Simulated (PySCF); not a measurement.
# Br4Si: the cost of one run

Programs: PySCF 2.14.0, with routines of our own; each step states its level. All values are computed. Atoms count from 0.

## (1) The starting structure

5 atoms, charge 0, multiplicity 1; geometry from: GFN2-xTB.

## (2) Optimising the geometry at PBE0-D3(BJ)/def2-SVP

Job settings and geometry (Å):

```
{"job": {"xc": "PBE0", "basis": "def2-SVP", "d3": "d3bj", "grid": 1, "maxiter": 30, "shake": 0.01, "kind": "geom"}, "charge": 0, "multiplicity": 1}
Br     0.542760    -1.673120    -1.375450
Si    -0.003920    -0.003770    -0.005430
Br    -0.903060     1.665440    -1.160880
Br     1.858320     0.705460     1.024350
Br    -1.460520    -0.727980     1.479510
```

Launch:

```bash
$ OMP_NUM_THREADS=1 python heavy_run.py task.json out
```

This one command runs all jobs of the session in turn.

**Question.** How long does this first job take on 1 thread of Intel Xeon 6975P-C, shared host, and how much memory does it need?

About 62 s, with a peak of 0.87 GiB.
